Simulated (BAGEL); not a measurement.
# UHF/def2-SVPD (density fitting with qzvpp-jkfit) run of C2H5BN (SMILES B[N]C=C)

Aim: the vertical electron affinity of C2H5BN at UHF/def2-SVPD (density fitting with qzvpp-jkfit), from 2 runs. 

Program for the calculation: BAGEL 1.2.2.

1 further run of the same task is left out (set aside as unsound or not needed).

**1. Starting point**

The species is C2H5BN (9 atoms), meant as a doublet with charge 0. As SMILES, `B[N]C=C`. Geometry: relaxed at PBE0-D4/def2-TZVP.

Bond lengths: B1–N2 1.342 Å, N2–C3 1.284 Å, C3–C4 1.392 Å, B1–H5 1.202 Å, B1–H6 1.202 Å, C3–H7 1.093 Å, C4–H8 1.082 Å, C4–H9 1.083 Å. Angles: B1–N2–C3 179.9°, N2–C3–C4 123.6°, N2–B1–H5 119.4°, N2–B1–H6 119.4°, N2–C3–H7 118.2°, C4–C3–H7 118.1°, C3–C4–H8 120.6°, C3–C4–H9 120.2°, H5–B1–H6 121.3°, H8–C4–H9 119.2°.

**2. The energy at UHF/def2-SVPD (density fitting with qzvpp-jkfit)**

input.json

```json
{ "bagel" : [

{
  "title" : "molecule",
  "basis" : "def2-svpd.json",
  "df_basis" : "qzvpp-jkfit",
  "angstrom" : true,
  "geometry" : [
    { "atom" : "B", "xyz" : [   -0.864600,    1.674800,   -0.110400 ] },
    { "atom" : "N", "xyz" : [   -0.486400,    0.387700,   -0.106200 ] },
    { "atom" : "C", "xyz" : [   -0.126200,   -0.844400,   -0.102100 ] },
    { "atom" : "C", "xyz" : [    1.161000,   -1.270600,    0.212300 ] },
    { "atom" : "H", "xyz" : [   -1.300900,    2.164000,    0.896800 ] },
    { "atom" : "H", "xyz" : [   -0.758900,    2.316900,   -1.120700 ] },
    { "atom" : "H", "xyz" : [   -0.871400,   -1.601800,   -0.359600 ] },
    { "atom" : "H", "xyz" : [    1.410600,   -2.323300,    0.200400 ] },
    { "atom" : "H", "xyz" : [    1.925400,   -0.549500,    0.472300 ] }
  ]
},
{ "title" : "uhf", "nopen" : 1 },
{ "title" : "print", "file" : "orbitals.molden", "orbitals" : true }

]}
```

The basis set def2-SVPD is read from a file made from the Basis Set Exchange's data (not shown).

Command:

```sh
$ BAGEL_NUM_THREADS=1 BAGEL input.json > input.out
```

Output:

```text
* using 1 threads per process

  ===============================================================
  ===============================================================

  *** Geometry ***

  { "atom" : "B", "xyz" : [     -1.633857,      3.164913,     -0.208626 ] },
  { "atom" : "N", "xyz" : [     -0.919163,      0.732647,     -0.200689 ] },
  { "atom" : "C", "xyz" : [     -0.238483,     -1.595685,     -0.192941 ] },
  { "atom" : "C", "xyz" : [      2.193972,     -2.401086,      0.401189 ] },
  { "atom" : "H", "xyz" : [     -2.458345,      4.089367,      1.694706 ] },
  { "atom" : "H", "xyz" : [     -1.434113,      4.378306,     -2.117816 ] },
  { "atom" : "H", "xyz" : [     -1.646707,     -3.026963,     -0.679546 ] },
  { "atom" : "H", "xyz" : [      2.665648,     -4.390401,      0.378701 ] },
  { "atom" : "H", "xyz" : [      3.638479,     -1.038405,      0.892518 ] },

  Number of auxiliary basis functions:      392

  Since a DF basis is specified, we compute 2- and 3-index integrals:
    o Being stored without compression. Storage requirement is 0.045 GB

  Number of basis functions:      120
  Number of electrons      :       29

    * METHOD: MOLECULE                             0.19

  *** Open-shell HF ***

  === Nuclear Repulsion ===
    97.1167409139

      * DIIS with orbital gradients will be used.

  === UHF iteration (def2-svpd.json) ===
      0       -157.46014819          0.02632148           0.10
      1       -157.58470267          0.01721746           0.10
      2       -157.61440014          0.01088223           0.11
      3       -157.63523692          0.00164623           0.11
      4       -157.63872624          0.00057623           0.11
      5       -157.64032515          0.00037074           0.11
      6       -157.64133680          0.00022552           0.11
      7       -157.64171759          0.00014644           0.11
      8       -157.64185877          0.00007387           0.11
      9       -157.64188995          0.00002753           0.11
     10       -157.64189405          0.00001189           0.11
     11       -157.64189533          0.00000626           0.11
     12       -157.64189608          0.00000225           0.11
     13       -157.64189636          0.00000138           0.11
     14       -157.64189647          0.00000100           0.11
     15       -157.64189653          0.00000078           0.11
     16       -157.64189658          0.00000035           0.11
     17       -157.64189658          0.00000014           0.11
     18       -157.64189658          0.00000009           0.11
     19       -157.64189658          0.00000004           0.11
     20       -157.64189658          0.00000002           0.11
     21       -157.64189658          0.00000001           0.11
    * SCF iteration converged.

    * S^2 (UHF) is 0.9557

    * Permanent dipole moment:
           (   -0.362885,     0.809957,    -0.036616) a.u.

    * METHOD: UHF                                  2.54

    * METHOD: PRINT                                0.04

  ===============================================================
```

Run time: 2.9 s. Hardware: 1 thread of Arm Neoverse V1, shared host; peak memory 0.13 GiB.

**3. The singlet anion, same level**

job.json

```json
{ "bagel" : [

{
  "title" : "molecule",
  "basis" : "def2-svpd.json",
  "df_basis" : "qzvpp-jkfit",
  "angstrom" : true,
  "geometry" : [
    { "atom" : "B", "xyz" : [   -0.864600,    1.674800,   -0.110400 ] },
    { "atom" : "N", "xyz" : [   -0.486400,    0.387700,   -0.106200 ] },
    { "atom" : "C", "xyz" : [   -0.126200,   -0.844400,   -0.102100 ] },
    { "atom" : "C", "xyz" : [    1.161000,   -1.270600,    0.212300 ] },
    { "atom" : "H", "xyz" : [   -1.300900,    2.164000,    0.896800 ] },
    { "atom" : "H", "xyz" : [   -0.758900,    2.316900,   -1.120700 ] },
    { "atom" : "H", "xyz" : [   -0.871400,   -1.601800,   -0.359600 ] },
    { "atom" : "H", "xyz" : [    1.410600,   -2.323300,    0.200400 ] },
    { "atom" : "H", "xyz" : [    1.925400,   -0.549500,    0.472300 ] }
  ]
},
{ "title" : "hf", "charge" : -1 },
{ "title" : "print", "file" : "orbitals.molden", "orbitals" : true }

]}
```

The basis set def2-SVPD is read from a file made from the Basis Set Exchange's data (not shown).

Command:

```sh
$ BAGEL_NUM_THREADS=1 BAGEL job.json > job.out
```

Output:

```text
* using 1 threads per process

  ===============================================================
  ===============================================================

  *** Geometry ***

  { "atom" : "B", "xyz" : [     -1.633857,      3.164913,     -0.208626 ] },
  { "atom" : "N", "xyz" : [     -0.919163,      0.732647,     -0.200689 ] },
  { "atom" : "C", "xyz" : [     -0.238483,     -1.595685,     -0.192941 ] },
  { "atom" : "C", "xyz" : [      2.193972,     -2.401086,      0.401189 ] },
  { "atom" : "H", "xyz" : [     -2.458345,      4.089367,      1.694706 ] },
  { "atom" : "H", "xyz" : [     -1.434113,      4.378306,     -2.117816 ] },
  { "atom" : "H", "xyz" : [     -1.646707,     -3.026963,     -0.679546 ] },
  { "atom" : "H", "xyz" : [      2.665648,     -4.390401,      0.378701 ] },
  { "atom" : "H", "xyz" : [      3.638479,     -1.038405,      0.892518 ] },

  Number of auxiliary basis functions:      392

  Since a DF basis is specified, we compute 2- and 3-index integrals:
    o Being stored without compression. Storage requirement is 0.045 GB

  Number of basis functions:      120
  Number of electrons      :       29

    * METHOD: MOLECULE                             0.19

  *** RHF ***

  === Nuclear Repulsion ===
    97.1167409139

      * DIIS with orbital gradients will be used.

  === RHF iteration (def2-svpd.json) ===
      0       -157.38340974          0.01843728           0.05
      1       -157.54332793          0.01343376           0.05
      2       -157.63111871          0.00196945           0.06
      3       -157.63364401          0.00094144           0.05
      4       -157.63417452          0.00014046           0.05
      5       -157.63419560          0.00005433           0.06
      6       -157.63419999          0.00002445           0.05
      7       -157.63420112          0.00000695           0.05
      8       -157.63420116          0.00000286           0.06
      9       -157.63420117          0.00000124           0.05
     10       -157.63420117          0.00000057           0.06
     11       -157.63420117          0.00000020           0.05
     12       -157.63420117          0.00000007           0.06
     13       -157.63420117          0.00000004           0.05
     14       -157.63420117          0.00000001           0.05
     15       -157.63420117          0.00000001           0.06
    * SCF iteration converged.

    * Permanent dipole moment:
           (    0.146953,     0.662659,     0.089447) a.u.

    * METHOD: HF                                   1.03

    * METHOD: PRINT                                0.04

  ===============================================================
```

It took 1.4 s on 1 thread of Arm Neoverse V1, shared host; peak memory 0.13 GiB.

**4. Summary of results**

At UHF/def2-SVPD (density fitting with qzvpp-jkfit):

```
                                                            quantity          value
                                        doublet C2H5BN: total energy  -157.64190 Eh
                                       doublet C2H5BN: dipole moment         2.26 D
                                                doublet C2H5BN: ⟨S²⟩          0.956
                                         singlet anion: total energy  -157.63420 Eh
                                          singlet anion: HOMO energy       -1.71 eV
                                          singlet anion: LUMO energy        5.98 eV
singlet anion: HOMO–LUMO gap (to an unbound level, set by the basis)        7.69 eV
                   vertical electron affinity (to the singlet anion)      -0.209 eV
```

**Reading.** The anion lies 0.21 eV (4.8 kcal/mol) above the neutral: the electron isn't bound at this level, and such a value depends on the basis. Hartree–Fock misses the correlation that binds many anions. ⟨S²⟩ (doublet C2H5BN) is 0.96 where a pure doublet has 0.75: the reference is spin-contaminated.
